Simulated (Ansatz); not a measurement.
# H9InOSi2: small, medium and large basis sets

Aim: see how fast density functionals converge with the basis set for H9InOSi2.

The runs use Ansatz 0.2.0, Gaussian basis; one geometry, several basis sets.

Levels to be run: PBE0-D4/def2-SVP; ωB97M-V/def2-SVP; PBE0-D4/def2-QZVPP; ωB97M-V/def2-QZVPP; the functionals' def2-TZVPP values are taken from earlier runs.

### Step 1. The relaxed structure

An earlier PBE0-D4 in a triple-zeta def2 set relaxation fixed the geometry. In takes the def2 core potential; no spin-orbit term is included.

SMILES `[SiH3][O+]([SiH3])[InH3-]`, 13 atoms, charge 0, spin multiplicity 1.

Atoms are counted from 1 here; the program's logs count them from 0.

Bond lengths: Si1–O2 1.669 Å, Si1–H5 1.481 Å, Si1–H6 1.485 Å, Si1–H7 1.479 Å, O2–Si3 1.670 Å, O2–In4 2.486 Å, Si3–H8 1.480 Å, Si3–H9 1.485 Å, Si3–H10 1.479 Å, In4–H11 1.732 Å, In4–H12 1.732 Å, In4–H13 1.726 Å. Angles: O2–Si1–H5 109.4°, O2–Si1–H6 107.8°, O2–Si1–H7 107.4°, H5–Si1–H6 110.1°, H5–Si1–H7 111.1°, H6–Si1–H7 110.9°, Si1–O2–Si3 132.7°, Si1–O2–In4 113.3°, Si3–O2–In4 113.3°, O2–Si3–H8 109.4°, O2–Si3–H9 107.6°, O2–Si3–H10 107.7°, H8–Si3–H9 110.1°, H8–Si3–H10 111.2°, H9–Si3–H10 110.9°, O2–In4–H11 91.3°, O2–In4–H12 90.8°, O2–In4–H13 97.3° and more.

### Step 2. PBE0-D4 in def2-SVP

in.yaml reads:

```yaml
crystal:
  periodic: [false, false, false]
  atoms:
    - {symbol: Si, position_ang: [-0.523353, 1.426629, -0.963151]}
    - {symbol: O, position_ang: [0.050810, 0.277864, 0.103058]}
    - {symbol: Si, position_ang: [0.303114, 0.289720, 1.753459]}
    - {symbol: In, position_ang: [0.272439, -1.981576, -0.909791]}
    - {symbol: H, position_ang: [-1.988889, 1.273698, -1.109729]}
    - {symbol: H, position_ang: [-0.204112, 2.764349, -0.404115]}
    - {symbol: H, position_ang: [0.165515, 1.215243, -2.254250]}
    - {symbol: H, position_ang: [-0.866249, -0.311064, 2.433857]}
    - {symbol: H, position_ang: [0.465225, 1.705215, 2.172042]}
    - {symbol: H, position_ang: [1.533653, -0.483866, 2.024430]}
    - {symbol: H, position_ang: [-1.027461, -1.661311, -2.008106]}
    - {symbol: H, position_ang: [-0.067944, -2.725264, 0.616918]}
    - {symbol: H, position_ang: [1.907652, -1.824435, -1.439820]}
basis:
  gaussian: {orbitals: def2-SVP}
hamiltonian: {xc: pbe0, dispersion: d4}
output: {orbitals: {seedname: orbitals}}
```

The run is started by

```bash
$ ansatz run in.yaml --threads 4 --pin off --events-out ev --progress --plain --max-ram 10444MiB
```

After this run come: ωB97M-V in def2-SVP; PBE0-D4 in def2-QZVPP; ωB97M-V in def2-QZVPP.

**Question.** What will the summary of the whole plan be? Wanted: PBE0-D4: double and triple zeta above quadruple; ωB97M-V: double and triple zeta above quadruple.

The runs gave:

| quantity | value |
| --- | --- |
| PBE0-D4: double and triple zeta above quadruple | 9.30, 0.74 eV |
| ωB97M-V: double and triple zeta above quadruple | 9.45, 0.69 eV |

In words: For PBE0-D4 the step from double to triple zeta gains 8.56 eV and the next only 0.74 eV. These are total energies; as a rule much of such shifts cancels in differences, which this series doesn't test.
